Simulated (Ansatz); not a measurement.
# C2H3AlSi: the cost of one run

All numbers below are computed with Ansatz 0.2.0 (RKS PBE0-D4/cc-pVDZ).

**1. The structure to begin with**

Bond lengths: C1–Si2 1.790 Å, Si2–Al3 2.372 Å, C1–C4 1.372 Å, Al3–H5 1.635 Å, C4–H6 1.097 Å, C4–H7 1.096 Å. Angles: C1–Si2–Al3 87.9°, Si2–C1–C4 108.4°, Si2–Al3–H5 173.5°, C1–C4–H6 119.7°, C1–C4–H7 119.8°, H6–C4–H7 110.3°.

Structure file:

```xyz
7

C    -1.2200   -0.6835    0.8425
Si    0.2055   -1.6742    1.2782
Al    1.4962   -0.2860   -0.1470
C    -0.8166    0.2962   -0.0299
H     2.2292    0.7627   -1.1655
H    -0.7778    1.3399    0.3045
H    -1.1165    0.2450   -1.0829
```

**2. End point A**

input.yaml reads:

```yaml
crystal:
  periodic: [false, false, false]
  atoms:
    - { symbol: C, position_ang: [-1.22, -0.6835, 0.84247] }
    - { symbol: Si, position_ang: [0.20546, -1.67417, 1.27819] }
    - { symbol: Al, position_ang: [1.49622, -0.28603, -0.14697] }
    - { symbol: C, position_ang: [-0.81658, 0.29616, -0.02987] }
    - { symbol: H, position_ang: [2.2292, 0.76266, -1.16549] }
    - { symbol: H, position_ang: [-0.77778, 1.33992, 0.30453] }
    - { symbol: H, position_ang: [-1.11652, 0.24497, -1.08285] }
basis:
  gaussian: { orbitals: cc-pVDZ }
hamiltonian:
  xc: pbe0
  dispersion: d4
relax:
  f_tol: 0.015
  max_steps: 40
```

Run with:

```bash
$ ansatz run input.yaml --threads 1 --pin off --max-ram 2048MiB --backend cpu --events-out ev --progress --plain --runs-dir out
```

Q: Estimate wall time and peak memory on 1 thread of an x86-64 CPU, shared host.

About 42 s, with a peak of 0.18 GiB.
